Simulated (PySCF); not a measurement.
# C4H5BF4: the cost of one run

The runs use PySCF 2.14.0, with density-fitted response routines of our own; the level of theory stands in each step. All values are computed, except where a source is named. Atoms count from 0, in the outputs and in this text.

## 1. The molecule as given

14 atoms, charge 0, multiplicity 1; geometry from: GFN2-xTB.

Bonds of the start (Å): C0–C1 1.33, C1–F2 1.37, C1–B3 1.55, B3–C4 1.58, C4–C5 1.51, C5–F6 1.35, C5–F7 1.34, C5–F8 1.34, C0–H9 1.08, C0–H10 1.07, B3–H11 1.17, C4–H12 1.09, C4–H13 1.09.

## 2. Excited states and response: CAM-B3LYP/def2-SVPD

What the job is given:

```
{"job": {"kind": "uv", "xc": "CAM-B3LYP", "basis": "def2-SVPD", "nstates": 8, "ntriplets": 3}, "charge": 0, "multiplicity": 1}
C      2.849505     0.457813    -0.092515
C      1.541599     0.717682    -0.146490
F      1.192731     2.010919    -0.410327
B      0.387848    -0.289850     0.057406
C     -1.090460     0.254047    -0.054986
C     -2.165620    -0.783454     0.155089
F     -3.406230    -0.271273     0.048829
F     -2.103115    -1.354225     1.369888
F     -2.100417    -1.785174    -0.737990
H      3.589300     1.225833    -0.248244
H      3.194610    -0.537863     0.110543
H      0.628440    -1.407754     0.283310
H     -1.261630     1.055408     0.670197
H     -1.257240     0.707417    -1.036833
```

With the program's defaults for keys left out, this is: TDDFT CAM-B3LYP/def2-SVPD, vertical, gas phase, core orbitals frozen in the response.

Command:

```sh
> OMP_NUM_THREADS=1 python probes_run.py task.json out
```

The driver reads the jobs from task.json and runs them one after another.

**Question.** How long does this job take on 1 thread of Arm Neoverse V1, shared host, and how much memory does it need?

About 69 s, with a peak of 1.1 GiB.
